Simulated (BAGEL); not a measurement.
**C2H6Cl2Si (dichlorodimethylsilane), step by step**

Aim: the energy (HF/6-31G*), then the energy (NEVPT2(2,2)/6-31G*) of C2H6Cl2Si (dichlorodimethylsilane). 

The calculation is run with BAGEL 1.2.2.

1 further run of the same task is left out (set aside as unsound or not needed).

### 1 The structure to begin with

The species is C2H6Cl2Si (11 atoms), meant as a singlet with charge 0. SMILES: `C[Si](C)(Cl)Cl`. The Si2–C3 distance was set to 5.182 Å, away from the relaxed value. At this shape a bond of the SMILES string is far longer than usual.

Bond lengths: C1–Si2 1.851 Å, Si2–Cl4 2.058 Å, Si2–Cl5 2.058 Å, C1–H6 1.093 Å, C1–H7 1.091 Å, C1–H8 1.093 Å, C3–H9 1.093 Å, C3–H10 1.091 Å, C3–H11 1.093 Å. Some angles: C1–Si2–Cl4 108.6°, C1–Si2–Cl5 108.6°, Cl4–Si2–Cl5 107.7°, Si2–C1–H6 110.3°, Si2–C1–H7 110.5°, Si2–C1–H8 110.3°, H6–C1–H7 108.5°, H6–C1–H8 108.7°, H7–C1–H8 108.5°, H9–C3–H10 108.5°.

### 2 A single-point energy at HF/6-31G(d) (density fitting with svp-jkfit, spherical functions) (run 1)

File input.json:

```json
{ "bagel": [

{
  "title": "molecule",
  "basis": "6-31gs.json",
  "df_basis": "svp-jkfit",
  "angstrom": true,
  "geometry": [
    { "atom": "C", "xyz": [   -3.930863,    2.338251,   -0.293884 ] },
    { "atom": "Si", "xyz": [   -2.406643,    2.478701,   -1.333904 ] },
    { "atom": "C", "xyz": [    1.413930,   -0.753620,    0.009340 ] },
    { "atom": "Cl", "xyz": [   -2.913913,    2.117481,   -3.295554 ] },
    { "atom": "Cl", "xyz": [   -1.705683,    4.410141,   -1.215184 ] },
    { "atom": "H", "xyz": [   -3.696963,    2.554001,    0.751476 ] },
    { "atom": "H", "xyz": [   -4.691043,    3.044771,   -0.631664 ] },
    { "atom": "H", "xyz": [   -4.342403,    1.328151,   -0.360004 ] },
    { "atom": "H", "xyz": [    1.724400,   -0.565080,    1.039920 ] },
    { "atom": "H", "xyz": [    2.278000,   -0.616910,   -0.643230 ] },
    { "atom": "H", "xyz": [    1.078600,   -1.790430,   -0.071900 ] }
  ]
},
{
  "title": "hf"
},
{
  "title": "print",
  "file": "orbitals.molden",
  "orbitals": true
}

]}
```

The basis set 6-31G* is read from a file made from the Basis Set Exchange's data (not shown).

The run is started by

```
$ BAGEL_NUM_THREADS=1 BAGEL input.json > input.out
```

Log:

```text
* using 1 threads per process

  ===============================================================
  ===============================================================

  *** Geometry ***

  { "atom" : "C", "xyz" : [     -7.428255,      4.418654,     -0.555360 ] },
  { "atom" : "Si", "xyz" : [     -4.547896,      4.684066,     -2.520713 ] },
  { "atom" : "C", "xyz" : [      2.671940,     -1.424135,      0.017650 ] },
  { "atom" : "Cl", "xyz" : [     -5.506498,      4.001459,     -6.227694 ] },
  { "atom" : "Cl", "xyz" : [     -3.223274,      8.333959,     -2.296365 ] },
  { "atom" : "H", "xyz" : [     -6.986248,      4.826362,      1.420084 ] },
  { "atom" : "H", "xyz" : [     -8.864787,      5.753783,     -1.193672 ] },
  { "atom" : "H", "xyz" : [     -8.205952,      2.509842,     -0.680309 ] },
  { "atom" : "H", "xyz" : [      3.258644,     -1.067846,      1.965164 ] },
  { "atom" : "H", "xyz" : [      4.304796,     -1.165791,     -1.215529 ] },
  { "atom" : "H", "xyz" : [      2.038259,     -3.383422,     -0.135871 ] },

  Number of auxiliary basis functions:      642

  Since a DF basis is specified, we compute 2- and 3-index integrals:
    o Being stored without compression. Storage requirement is 0.045 GB

  Number of basis functions:       94
  Number of electrons      :       66

    * METHOD: MOLECULE                             0.30

  *** RHF ***

  === Nuclear Repulsion ===
   314.7135149217

      * DIIS with orbital gradients will be used.

  === RHF iteration (6-31gs.json) ===
      0      -1286.58359848          0.01551220           0.10
      1      -1286.40615772          0.02018432           0.09
      2      -1286.92115329          0.00341322           0.09
      3      -1286.92792323          0.00453799           0.10
      4      -1286.94419737          0.00221372           0.10
      5      -1286.94824403          0.00091023           0.09
      6      -1286.94904015          0.00014884           0.09
      7      -1286.94906007          0.00005310           0.10
      8      -1286.94906311          0.00000561           0.09
      9      -1286.94906317          0.00000219           0.09
     10      -1286.94906318          0.00000033           0.09
     11      -1286.94906318          0.00000009           0.09
     12      -1286.94906318          0.00000004           0.09
     13      -1286.94906318          0.00000001           0.09
     14      -1286.94906318          0.00000000           0.09
    * SCF iteration converged.

    * Permanent dipole moment:
           (   -0.163814,     0.994610,    -1.000919) a.u.

    * METHOD: HF                                   1.62

    * METHOD: PRINT                                0.01

  ===============================================================
```

It took 2.2 s on 1 thread of AMD EPYC 9R45 (Zen 5), shared host; peak memory 0.19 GiB.

### 3 A single-point energy at NEVPT2(2,2)/6-31G(d) (density fitting with svp-jkfit, spherical functions) (run 2)

File calc.json:

```json
{ "bagel": [

{
  "title": "molecule",
  "basis": "6-31gs.json",
  "df_basis": "svp-jkfit",
  "angstrom": true,
  "geometry": [
    { "atom": "C", "xyz": [      -3.930863,       2.338251,      -0.293884 ] },
    { "atom": "Si", "xyz": [      -2.406643,       2.478701,      -1.333904 ] },
    { "atom": "C", "xyz": [       1.413930,      -0.753620,       0.009340 ] },
    { "atom": "Cl", "xyz": [      -2.913913,       2.117481,      -3.295554 ] },
    { "atom": "Cl", "xyz": [      -1.705683,       4.410141,      -1.215184 ] },
    { "atom": "H", "xyz": [      -3.696963,       2.554001,       0.751476 ] },
    { "atom": "H", "xyz": [      -4.691043,       3.044771,      -0.631664 ] },
    { "atom": "H", "xyz": [      -4.342403,       1.328151,      -0.360004 ] },
    { "atom": "H", "xyz": [       1.724400,      -0.565080,       1.039920 ] },
    { "atom": "H", "xyz": [       2.278000,      -0.616910,      -0.643230 ] },
    { "atom": "H", "xyz": [       1.078600,      -1.790430,      -0.071900 ] }
  ]
},

{
  "title": "hf"
},

{
  "title": "nevpt2",
  "nstate": 1,
  "nact": 2,
  "nclosed": 32,
  "active": [33, 34],
  "maxiter": 200,
  "natocc": true,
  "ncore": 17
},

{
  "title": "print",
  "file": "orbitals.molden",
  "orbitals": true
}

]}
```

The basis set 6-31G* is read from a file made from the Basis Set Exchange's data (not shown).

The run is started by

```
$ BAGEL_NUM_THREADS=1 BAGEL calc.json > calc.out
```

Log:

```text
* using 1 threads per process

  ===============================================================
  ===============================================================

  *** Geometry ***

  { "atom" : "C", "xyz" : [     -7.428255,      4.418654,     -0.555360 ] },
  { "atom" : "Si", "xyz" : [     -4.547896,      4.684066,     -2.520713 ] },
  { "atom" : "C", "xyz" : [      2.671940,     -1.424135,      0.017650 ] },
  { "atom" : "Cl", "xyz" : [     -5.506498,      4.001459,     -6.227694 ] },
  { "atom" : "Cl", "xyz" : [     -3.223274,      8.333959,     -2.296365 ] },
  { "atom" : "H", "xyz" : [     -6.986248,      4.826362,      1.420084 ] },
  { "atom" : "H", "xyz" : [     -8.864787,      5.753783,     -1.193672 ] },
  { "atom" : "H", "xyz" : [     -8.205952,      2.509842,     -0.680309 ] },
  { "atom" : "H", "xyz" : [      3.258644,     -1.067846,      1.965164 ] },
  { "atom" : "H", "xyz" : [      4.304796,     -1.165791,     -1.215529 ] },
  { "atom" : "H", "xyz" : [      2.038259,     -3.383422,     -0.135871 ] },

  Number of auxiliary basis functions:      642

  Since a DF basis is specified, we compute 2- and 3-index integrals:
    o Being stored without compression. Storage requirement is 0.045 GB

  Number of basis functions:       94
  Number of electrons      :       66

    * METHOD: MOLECULE                             0.30

  *** RHF ***

  === Nuclear Repulsion ===
   314.7135149217

      * DIIS with orbital gradients will be used.

  === RHF iteration (6-31gs.json) ===
      0      -1286.58359848          0.01551220           0.10
      1      -1286.40615772          0.02018432           0.09
      2      -1286.92115329          0.00341322           0.09
      3      -1286.92792323          0.00453799           0.09
      4      -1286.94419737          0.00221372           0.09
      5      -1286.94824403          0.00091023           0.09
      6      -1286.94904015          0.00014884           0.09
      7      -1286.94906007          0.00005310           0.09
      8      -1286.94906311          0.00000561           0.09
      9      -1286.94906317          0.00000219           0.09
     10      -1286.94906318          0.00000033           0.09
     11      -1286.94906318          0.00000009           0.09
     12      -1286.94906318          0.00000004           0.09
     13      -1286.94906318          0.00000001           0.10
     14      -1286.94906318          0.00000000           0.09
    * SCF iteration converged.

    * Permanent dipole moment:
           (   -0.163814,     0.994610,    -1.000919) a.u.

    * METHOD: HF                                   1.59

    * freezing 17 orbitals
  ---------------------------
      CASSCF calculation
  ---------------------------

    ==== Active orbitals : =====
         Orbital 33
         Orbital 34
    ============================

    * nstate   :      1
    * nclosed  :     32
    * nact     :      2
    * nvirt    :     60
  === CASSCF iteration (6-31gs.json) ===

    * Using the second-order algorithm

      0  0     -1287.09309982     4.25e-03      0.02

      1  0     -1287.11088545     2.17e-04      0.49

      2  0     -1287.11091171     1.58e-05      0.48

      3  0     -1287.11091185     2.09e-06      0.52

      4  0     -1287.11091185     2.80e-07      0.45

      5  0     -1287.11091185     3.77e-08      0.42

      6  0     -1287.11091185     5.10e-09      0.33

    * Second-order optimization converged. *

     guess   0:   closed 1.                   open ..

  === FCI iteration ===

      0  0     -1286.92944532     9.64e-02      0.00
      1  0     -1287.11027060     7.83e-03      0.00
      2  0 *   -1287.11091185     4.00e-16      0.00

     * ci vector, state   0, <S^2> = 0.0000
       2.     0.7275252377
       .2    -0.6860809198

  === DF-NEVPT2 calculation ===

    * 3-index integral transformation done
    * assembly done

      NEVPT2 correlation energy:   -0.5586540291      0.16

          (+0)     -0.4929955185
          (+0)'    -0.0071255734
          (+1)     -0.0156207662
          (+1)'    -0.0000000000
          (+2)     -0.0000054853
          (-1)     -0.0428938682
          (-1)'     0.0000000000
          (-2)     -0.0000128174

      NEVPT2 total energy:       -1287.6695658810

    * METHOD: NEVPT2                               3.27

    * METHOD: PRINT                                0.01

  ===============================================================
```

It took 5.4 s on 1 thread of AMD EPYC 9R45 (Zen 5), shared host; peak memory 0.2 GiB.

### 4 Results

| quantity | value |
| --- | --- |
| run 1, HF/6-31G*: total energy | -1286.94906 Eh |
| run 1, HF/6-31G*: dipole moment | 3.61 D |
| run 1, HF/6-31G*: HOMO energy | -6.01 eV |
| run 1, HF/6-31G*: LUMO energy | -2.33 eV |
| run 1, HF/6-31G*: HOMO–LUMO gap | 3.68 eV |
| run 2, NEVPT2(2,2)/6-31G*: total energy | -1287.66957 Eh |

In words: One bond (run 1, HF/6-31G*) is far stretched, which a spin-restricted single reference describes badly; a broken-symmetry solution may lie lower.
